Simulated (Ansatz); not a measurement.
# PbGeTe2: the cost of one run

Computed with Ansatz 0.2.0 (DFT PBEsol with spin–orbit coupling, plane waves, PAW, unless a step's input says otherwise).

1 further run of the same task is left out (set aside as unsound or not needed).

### 1 The structure to begin with

The structure is tetragonal, space group P4/mmm (No. 123). The conventional cell has a = 4.482 Å, b = 4.482 Å, c = 6.342 Å, α = 90.00°, β = 90.00°, γ = 90.00°. Ge (site symmetry 4/mmm) has 6 Te at 3.17 Å as nearest neighbours. Pb (site symmetry 4/mmm) has 6 Te at 3.17 Å as nearest neighbours. Te (site symmetry 4/mmm) has 4 Pb at 3.17 Å and 2 Ge at 3.17 Å as nearest neighbours. Te (site symmetry 4/mmm) has 4 Ge at 3.17 Å and 2 Pb at 3.17 Å as nearest neighbours.

As a file:

```cif
data_structure
_symmetry_space_group_name_H-M 'P 1'
_symmetry_Int_Tables_number 1
_cell_length_a 4.4816
_cell_length_b 4.4816
_cell_length_c 6.3420
_cell_angle_alpha 90.000
_cell_angle_beta 90.000
_cell_angle_gamma 90.000
_cell_volume 127.38
loop_
_atom_site_label
_atom_site_type_symbol
_atom_site_fract_x
_atom_site_fract_y
_atom_site_fract_z
_atom_site_occupancy
Ge1 Ge 0.00000 0.00000 0.00000 1
Pb1 Pb 0.50000 0.50000 0.50000 1
Te1 Te 0.00000 0.00000 0.50000 1
Te2 Te 0.50000 0.50000 0.00000 1
```

The cell is the database one, not relaxed. An earlier run on this cell at PBEsol, without spin–orbit coupling gave -2.65 GPa at 31.844 Å³/atom (8×8×6 mesh), gap on the mesh 0.25 eV.

### 2 Spin-orbit coupling: bands, spin texture

Input file input.yaml:

```yaml
crystal:
  lattice:
    - [4.4816134775, 0.0, 0.0]
    - [0.0, 4.4816134775, 0.0]
    - [0.0, 0.0, 6.3419612607]
  atoms:
    - { symbol: Ge, position: [0.0, 0.0, 0.0] }
    - { symbol: Pb, position: [0.5, 0.5, 0.5] }
    - { symbol: Te, position: [0.0, 0.0, 0.5] }
    - { symbol: Te, position: [0.5, 0.5, 0.0] }
basis:
  ecutwfc: 420
  ecutrho_ratio: 4
kpoints:
  mp_grid: { grid: [6, 6, 4] }
  band_path:
    path:
      - [[0.0, 0.0, 0.0], [0.0, 0.5, 0.0], [0.5, 0.5, 0.0], [0.0, 0.0, 0.0], [0.0, 0.0, 0.5], [0.0, 0.5, 0.5], [0.5, 0.5, 0.5], [0.0, 0.0, 0.5]]
      - [[0.0, 0.5, 0.0], [0.0, 0.5, 0.5]]
      - [[0.5, 0.5, 0.0], [0.5, 0.5, 0.5]]
    npoints: 10
hamiltonian:
  xc: pbesol
scf:
  occupations: { method: gaussian, width: 0.05 }
output:
  forces: true
  stress: true
  eigenvalues: true
  populations: true
  eigenstates:
    nscf_kmesh: { grid: [10, 10, 8] }
    de_dk: true
    e_range: [-2.5, 2.74529915996]
  write_density: true
  write_potential: true
  elf: true
  volumetric_format: npy
magnetization:
  noncollinear: true
  spin_orbit: true
```

On the command line:

```sh
$ ansatz run input.yaml --threads 8 --pin off --max-ram 15360MiB --backend cpu --events-out ev --progress --plain --runs-dir out
```

Q: Estimate wall time and peak memory on 8 threads of AMD EPYC 7R43 (Zen 3), shared host.

About 52 s, with a peak of 2.1 GiB.
